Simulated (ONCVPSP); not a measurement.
# Pseudopotential generation for Te: ONCV, PBE

Aim: build the potential from the settings below, then test how well it stands in for the atom: other configurations, scattering, ghost states and the plane-wave cutoff that it needs.

Method: ONCVPSP 4.0.1.1 (patched build), PBE, scalar-relativistic.

### 1 The design

The settings as typed:

```
element                 : tellurium (Te, Z = 52)
type                    : optimised norm-conserving Vanderbilt (ONCV)
frozen core             : [Kr]
valence charge          : 16
reference configuration : 4d10 5s2 5p4
partial waves           : 5s: rc 1.95 bohr, ncon 3, nbas 7, qcut 2.7 1/bohr, 3 projectors, debl 2.8 Ha; 5p: rc 2.30 bohr, ncon 4, nbas 7, qcut 4.3 1/bohr, 2 projectors, debl 0.5 Ha; 4d: rc 1.30 bohr, ncon 4, nbas 9, qcut 9.4 1/bohr, 2 projectors, debl 3.3 Ha
local potential         : polynomial inside 1.00 bohr (lpopt 5, dvloc0 1 Ha)
core correction         : not asked for
```

The outer shells as boxes (Hund's rule for the drawing; the calculation is spin-unpolarised):

```
[Kr] core
4d [↑↓][↑↓][↑↓][↑↓][↑↓]
5s [↑↓]
5p [↑↓][↑ ][↑ ]
```

### 2 Generation

File Te.dat:

```
# ATOM AND REFERENCE CONFIGURATION
# atsym  z   nc   nv     iexc    psfile
  Te 52.00    8    3        4      upf
#
#   n    l    f
    1    0    2.00
    2    0    2.00
    2    1    6.00
    3    0    2.00
    3    1    6.00
    3    2   10.00
    4    0    2.00
    4    1    6.00
    4    2   10.00
    5    0    2.00
    5    1    4.00
#
# PSEUDOPOTENTIAL AND OPTIMIZATION
# lmax
    2
#
#   l,   rc,      ep,       ncon, nbas, qcut
    0    1.95    0.00    3    7    2.70
    1    2.30    0.00    4    7    4.30
    2    1.30    0.00    4    9    9.40
#
# LOCAL POTENTIAL
# lloc, lpopt,  rc(5),   dvloc0
    4    5    1.00    1.00
#
# VANDERBILT-KLEINMAN-BYLANDER PROJECTORs
# l, nproj, debl
    0    3    2.80
    1    2    0.50
    2    2    3.30
#
# MODEL CORE CHARGE
# icmod, fcfact, rcfact
    0    0.00    0.00
#
# LOG DERIVATIVE ANALYSIS
# epsh1, epsh2, depsh
   -3.00    5.00    0.02
#
# OUTPUT GRID
# rlmax, drl
    6.00    0.01
#
# TEST CONFIGURATIONS
# ncnf
    4
# nvcnf
#   n    l    f
    3
    4    2   10.00
    5    0    2.00
    5    1    3.00
#
    3
    4    2   10.00
    5    0    2.00
    5    1    2.00
#
    3
    4    2   10.00
    5    0    2.00
    5    1    1.00
#
    3
    4    2   10.00
    5    0    1.00
    5    1    4.00
#
```

The run is started by

```
$ oncvpsp.x < Te.dat > Te.out
```

**Question.** What will these runs give? Wanted: cutoffs for 1 and 0.1 mHa per electron, occupied waves; bound ghosts; GHOST(+) flags; largest test error; largest phase difference near zero energy, channels read.

**Answer**, as computed:

| quantity | value |
| --- | --- |
| cutoffs for 1 and 0.1 mHa per electron, occupied waves | 41 Ha and 80 Ha |
| bound ghosts | s at -32.50 eV, p at -44.78 eV, d at -1999.40 eV |
| GHOST(+) flags | none at low energy |
| largest test error (AE − PS) | -11 meV, for 4d10 5s1 5p4 |
| largest phase difference near zero energy, channels read | 0.000 rad |

What this shows: It has a bound ghost (s, p, d), a state that the atom doesn't have, and that rules the file out. By total energies transferability is good: the largest error is 11 meV on 19.6 eV, for 4d10 5s1 5p4. Atomic tests can pass in spite of a ghost, since they solve only for the levels asked. It counts as hard, with 41 Ha needed at the looser tolerance. At the looser tolerance the 4d wave is the slowest; 5s needs 32 Ha. Near zero energy the phases of the channels with partial waves agree within 0.001 rad. The pseudo curves have a pole with no partner nearby in the atom's: s at -1.21 Ha. These are tests on the free atom; a crystal test is still owed.
